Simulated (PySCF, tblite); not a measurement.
**C₅H₉N₂O₃S+: geometry, infrared bands and NMR shifts**

Wanted: the infrared bands and NMR shifts of C₅H₉N₂O₃S+ (`Cn1cc(S(=O)(=O)O)c[n+]1C`), by calculation.

Programs: tblite 0.8.0 and PySCF 2.14.0, with density-fitted response routines of our own. Each step states its level of theory. These are calculated values for one molecule in the gas phase, unless marked as measured. Atoms count from 0, in the outputs and in this text.

## 1. The starting structure

20 atoms, charge 1, multiplicity 1; geometry from: force field or distance geometry start.

Bonds of the start (Å): C0–N1 1.45, N1–C2 1.36, C2–C3 1.39, C3–S4 1.76, S4–O5 1.48, S4–O6 1.52, S4–O7 1.68, C3–C8 1.39, C8–N9 1.37, N9–C10 1.47, N9–N1 1.34, C0–H11 1.10, C0–H12 1.12, C0–H13 1.13, C2–H14 1.09, O7–H15 1.00, C8–H16 1.10, C10–H17 1.13, C10–H18 1.09, C10–H19 1.12.

## 2. Relaxing the molecule with GFN2-xTB

What the job is given:

```
{"job": {"kind": "relax", "xc": "GFN2-xTB", "basis": "xTB"}, "charge": 1, "multiplicity": 1}
C     -2.251200    -1.135900    -0.836700
N     -1.014300    -0.460100    -0.498500
C      0.203100    -0.981600    -0.813100
C      1.167600    -0.089600    -0.348500
S      2.914700    -0.277700    -0.484200
O      3.177200    -0.948000    -1.782500
O      3.537000     1.099900    -0.369000
O      3.438500    -1.120700     0.870700
C      0.488200     0.949500     0.281200
N     -0.856400     0.686100     0.170300
C     -1.919300     1.552100     0.690200
H     -2.684600    -0.809800    -1.794400
H     -2.071600    -2.237300    -0.922200
H     -3.012100    -1.062000    -0.003800
H      0.372700    -1.909200    -1.357400
H      3.955100    -0.525300     1.490000
H      0.928200     1.830100     0.771000
H     -1.447200     2.014200     1.606000
H     -2.839300     1.007900     0.912100
H     -2.091500     2.428200     0.006100
```

Launch:

```
$ OMP_NUM_THREADS=1 python probes_run.py task.json out
```

The driver reads the jobs from task.json and runs them one after another.

**Question.** This job is followed by: GFN2-xTB harmonic vibrations, gas phase; GIAO PBE0/pcSseg-1 NMR shielding, non-relativistic, gas phase. What will the session give for the following? strongest single infrared mode (GFN2-xTB); zero-point energy (GFN2-xTB); 13C shifts against TMS (PBE0/pcSseg-1, means over atoms taken as alike); 1H shifts against TMS (PBE0/pcSseg-1, means over atoms taken as alike); 15N shifts against NH3 (PBE0/pcSseg-1, means over atoms taken as alike); 33S shifts against CS2 (PBE0/pcSseg-1); 17O shifts against H2O (PBE0/pcSseg-1, means over atoms taken as alike).

**Answer**, as computed:

| quantity | value |
| --- | --- |
| strongest single infrared mode (GFN2-xTB) | 1153 cm⁻¹, 423 km/mol |
| zero-point energy (GFN2-xTB) | 92.5 kcal/mol |
| 13C shifts against TMS (PBE0/pcSseg-1, means over atoms taken as alike) | 145.9, 138.2, 36.3 ppm |
| 1H shifts against TMS (PBE0/pcSseg-1, means over atoms taken as alike) | 8.33, 5.77, 4.26 ppm |
| 15N shifts against NH3 (PBE0/pcSseg-1, means over atoms taken as alike) | 219.8 ppm |
| 33S shifts against CS2 (PBE0/pcSseg-1) | 278 ppm |
| 17O shifts against H2O (PBE0/pcSseg-1, means over atoms taken as alike) | 249.8, 210.8 ppm |

In words: Relaxing lowered the energy by 1.067 eV in 94 steps; the close pair that moved most is S4–O6, from 1.516 to 1.418 Å. All 54 modes are real, so the xTB geometry is a minimum. The strongest single mode, at 1153 cm⁻¹, is spread over several atoms, O6, O5, S4 among them. GFN2-xTB is a fitted tight-binding method: band positions and strengths are rough. Its intensities can rank the bands wrongly. At PBE0/pcSseg-1: The largest span, 433 ppm, is at S4, where the paramagnetic term is -823 ppm. NICS(1)zz of -27 ppm above the planar ring from N1 marks a diatropic (aromatic) ring current.
